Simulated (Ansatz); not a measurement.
# C2H2Cl2Sn (SMILES C#[C][SnH]([Cl])[Cl]) at BHLYP/def2-SVP (core potential)

What is the vertical singlet–triplet gap of C2H2Cl2Sn at BHLYP/def2-SVP (core potential)? 

Program for the calculation: Ansatz 0.2.0.

49 further runs of the same task are left out: 7 that didn't finish, 42 set aside as unsound or not needed.

### 1 The molecule

C2H2Cl2Sn has 7 atoms, charge 0, and is taken as a singlet. SMILES: `C#[C][SnH]([Cl])[Cl]`. Geometry: relaxed at PBE0-D4/def2-TZVP.

Bond lengths: C1–C2 1.205 Å, C2–Sn3 2.058 Å, Sn3–Cl4 2.309 Å, Sn3–Cl5 2.309 Å, C1–H6 1.067 Å, Sn3–H7 1.691 Å. Angles: C1–C2–Sn3 179.2°, C2–Sn3–Cl4 107.9°, C2–Sn3–Cl5 107.9°, Cl4–Sn3–Cl5 106.8°, C2–C1–H6 179.7°, C2–Sn3–H7 115.3°, Cl4–Sn3–H7 109.3°, Cl5–Sn3–H7 109.3°.

### 2 A single-point energy at BHLYP/def2-SVP (core potential)

Input file molecule.yaml:

```yaml
crystal:
  periodic: [false, false, false]
  atoms:
    - {symbol: C, position_ang: [-1.668000, 1.349700, 0.386500]}
    - {symbol: C, position_ang: [-0.744900, 0.592400, 0.224500]}
    - {symbol: Sn, position_ang: [0.833800, -0.704500, -0.025300]}
    - {symbol: Cl, position_ang: [0.163900, -2.365900, -1.482000]}
    - {symbol: Cl, position_ang: [2.540200, 0.448400, -1.069500]}
    - {symbol: H, position_ang: [-2.485300, 2.020900, 0.525300]}
    - {symbol: H, position_ang: [1.421600, -1.409000, 1.394900]}
basis:
  gaussian: {orbitals: def2-SVP}
hamiltonian: {xc: {name: BHLYP}}
accuracy: high
output: {orbitals: {seedname: orbitals}}
```

Launch:

```console
$ ansatz run molecule.yaml --threads 1 --pin off --max-ram 3480MiB --events-out events.jsonl --progress --plain --runs-dir runs
```

What it wrote:

```text
Warning: RAYON_NUM_THREADS=1 ignored (pool sized by the plan → 1); use --threads N
Functional definition: BHLYP
  name "BHLYP"
  parameter a = 0.5
  exchange = (1 - a)*b88_x + a*exact_x
  correlation = lyp_c
2157 factors; integrals over basis functions are off by at most 3.3e-8 eV
mean field evaluation 1: about -32966.9875 eV, gradient 3.5e1 eV
mean field evaluation 2: about -32967.9619 eV, gradient 3.0e1 eV
mean field evaluation 4: about -32970.3228 eV, gradient 2.6e0 eV
mean field evaluation 8: about -32970.6529 eV, gradient 4.3e-1 eV
mean field evaluation 16: about -32970.6534 eV, gradient 4.7e-5 eV
mean field -32970.65344118 eV, -1211.6491656518 hartree, gradient 7.3e-9 eV, S^2 0.000000; 0 other end points of the search recorded, 0 dependent functions left out
reference -32970.65347011 eV, -1211.6491667149 hartree; 35, 35 occupied and 65, 65 virtual orbitals, 2157 factors
Total energy: -32970.65347011 eV, -1211.6491667149 hartree
```

Run time: 13 s. Hardware: 1 thread of Arm Neoverse V1, shared host; peak memory 0.39 GiB.

### 3 The triplet at the same level

Input file input.yaml:

```yaml
crystal:
  periodic: [false, false, false]
  atoms:
    - {symbol: C, position_ang: [-1.668000, 1.349700, 0.386500]}
    - {symbol: C, position_ang: [-0.744900, 0.592400, 0.224500]}
    - {symbol: Sn, position_ang: [0.833800, -0.704500, -0.025300]}
    - {symbol: Cl, position_ang: [0.163900, -2.365900, -1.482000]}
    - {symbol: Cl, position_ang: [2.540200, 0.448400, -1.069500]}
    - {symbol: H, position_ang: [-2.485300, 2.020900, 0.525300]}
    - {symbol: H, position_ang: [1.421600, -1.409000, 1.394900]}
basis:
  gaussian: {orbitals: def2-SVP}
hamiltonian: {xc: {name: BHLYP}}
output: {orbitals: {seedname: orbitals}}
accuracy: high
magnetization: {spin_polarized: true, initial_magnetization: 2}
```

Launch:

```console
$ ansatz run input.yaml --threads 1 --pin off --max-ram 3480MiB --events-out events.jsonl --progress --plain --runs-dir runs
```

What it wrote:

```text
Warning: RAYON_NUM_THREADS=1 ignored (pool sized by the plan → 1); use --threads N
Functional definition: BHLYP
  name "BHLYP"
  parameter a = 0.5
  exchange = (1 - a)*b88_x + a*exact_x
  correlation = lyp_c
2157 factors; integrals over basis functions are off by at most 3.3e-8 eV
mean field evaluation 1: about -32954.1611 eV, gradient 3.6e1 eV
mean field evaluation 2: about -32889.9125 eV, gradient 9.2e1 eV
mean field evaluation 4: about -32965.0865 eV, gradient 5.7e0 eV
mean field evaluation 8: about -32965.5179 eV, gradient 4.6e-1 eV
mean field evaluation 16: about -32965.5216 eV, gradient 1.4e-3 eV
mean field evaluation 32: about -32965.5216 eV, gradient 2.6e-8 eV
mean field -32965.52155844 eV, -1211.4605724398 hartree, gradient 2.9e-8 eV, S^2 2.007471; 4 other end points of the search recorded, 0 dependent functions left out
reference -32965.52158754 eV, -1211.4605735089 hartree; 36, 34 occupied and 64, 66 virtual orbitals, 2157 factors
Total energy: -32965.52158754 eV, -1211.4605735089 hartree
```

Run time: 47 s. Hardware: 1 thread of Arm Neoverse V1, shared host; peak memory 0.64 GiB.

### 4 Outcome

Level: BHLYP/def2-SVP (core potential).

| quantity | value |
| --- | --- |
| singlet: total energy | -1211.64917 Eh |
| singlet: HOMO energy | -9.86 eV |
| singlet: LUMO energy | -0.20 eV |
| singlet: HOMO–LUMO gap | 9.66 eV |
| triplet: total energy | -1211.46057 Eh |
| triplet: HOMO energy (highest over α and β) | -4.74 eV |
| triplet: LUMO energy (lowest over α and β) | -4.31 eV |
| triplet: ⟨S²⟩ | 2.007 |
| vertical energy of the triplet above the singlet | 5.132 eV |

What this shows: At this shape the triplet lies 5.13 eV (118 kcal/mol) above the singlet.
